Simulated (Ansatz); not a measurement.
# BH₇SSi₂: one species, many methods

An exercise on one series of results from a longer session: the logs are not shown, and one member is left open.

The runs use Ansatz 0.2.0, Gaussian basis; functionals in def2-TZVPP, the program's frozen cores in correlated methods.

Plan: PBE-D4, r2SCAN-D4, PBE0-D4, B3LYP-D4, ωB97X-V, ωB97M-V, B2PLYP; CCSD(T)/def2-TZVPP; MP2/def2-QZVPP; extrapolation to the limit.

## Structure used throughout

All runs share one geometry, relaxed beforehand with PBE0-D4 in a triple-zeta def2 set.

11 atoms, charge 0, spin multiplicity 1.

Atoms are counted from 1 here; the program's logs count them from 0.

Bond lengths: B1–Si2 1.966 Å, B1–S4 2.026 Å, B1–H5 1.197 Å, B1–H6 1.194 Å, Si2–Si3 2.333 Å, Si2–S4 2.266 Å, Si2–H7 1.489 Å, Si3–H8 1.486 Å, Si3–H9 1.488 Å, Si3–H10 1.487 Å, S4–H11 1.344 Å. Angles: Si2–B1–S4 69.2°, Si2–B1–H5 115.2°, Si2–B1–H6 119.7°, S4–B1–H5 105.9°, S4–B1–H6 111.3°, H5–B1–H6 121.3°, B1–Si2–Si3 125.0°, B1–Si2–S4 56.7°, B1–Si2–H7 122.0°, Si3–Si2–S4 105.3°, Si3–Si2–H7 112.6°, S4–Si2–H7 104.4°, Si2–Si3–H8 108.1°, Si2–Si3–H9 109.6°, Si2–Si3–H10 111.6°, H8–Si3–H9 109.1°, H8–Si3–H10 109.5°, H9–Si3–H10 108.8° and more.

Set-up of the first run:

File in.yaml:

```yaml
crystal:
  periodic: [false, false, false]
  atoms:
    - {symbol: B, position_ang: [-0.839840, 1.368767, -0.965568]}
    - {symbol: Si, position_ang: [0.422596, -0.091352, -0.592194]}
    - {symbol: Si, position_ang: [1.247382, -0.641191, 1.519463]}
    - {symbol: S, position_ang: [-1.826572, -0.318514, -0.432878]}
    - {symbol: H, position_ang: [-1.004966, 2.141792, -0.067273]}
    - {symbol: H, position_ang: [-1.077821, 1.671721, -2.095844]}
    - {symbol: H, position_ang: [0.821997, -1.075733, -1.636087]}
    - {symbol: H, position_ang: [0.455146, 0.102389, 2.533526]}
    - {symbol: H, position_ang: [2.674483, -0.232446, 1.620785]}
    - {symbol: H, position_ang: [1.147817, -2.100973, 1.783315]}
    - {symbol: H, position_ang: [-1.954924, -0.881459, -1.646545]}
basis:
  gaussian: {orbitals: def2-TZVPP}
hamiltonian: {xc: pbe, dispersion: d4}
output: {forces: true, orbitals: {seedname: orbitals}}
```

On the command line:

```bash
ansatz run in.yaml --threads 4 --pin off --events-out ev --progress --plain --max-ram 10444MiB
```

Steps of the session up to this table: PBE-D4 (GGA); r2SCAN-D4 (meta-GGA); PBE0-D4 (hybrid); B3LYP-D4 (hybrid); ωB97X-V (range-separated); ωB97M-V (range-separated); B2PLYP (double hybrid); CCSD(T) in def2-TZVPP; MP2 in def2-QZVPP.

One table of the session follows, with a row left open; its other results are not shown here.

| method | atomisation energy (kJ/mol) |
| --- | --- |
| PBE-D4 | 3318.9 |
| r2SCAN-D4 | ? |
| PBE0-D4 | 3301.0 |
| B3LYP-D4 | 3302.6 |
| ωB97X-V | 3334.8 |
| ωB97M-V | 3318.1 |
| B2PLYP | 3249.6 |
| HF/def2-TZVPP | 2473.1 |
| MP2/def2-TZVPP | 3210.5 |
| CCSD/def2-TZVPP | 3171.9 |
| CCSD(T)/def2-TZVPP | 3215.2 |
| MP2/CBS | 3294.5 |
| CCSD(T)/CBS | 3299.2 |

**Question.** Estimate the row for r2SCAN-D4.

**Answer.** atomisation energy (kJ/mol): 3332.5. In the column «atomisation energy (kJ/mol)» it lies between PBE-D4 (3318.9) and ωB97X-V (3334.8).

Limits of these values: Free atoms (1 B, 2 Si, 1 S, 7 H) were run apart at each level; the atomisation energy is their sum less the molecule, without zero-point or spin-orbit terms.
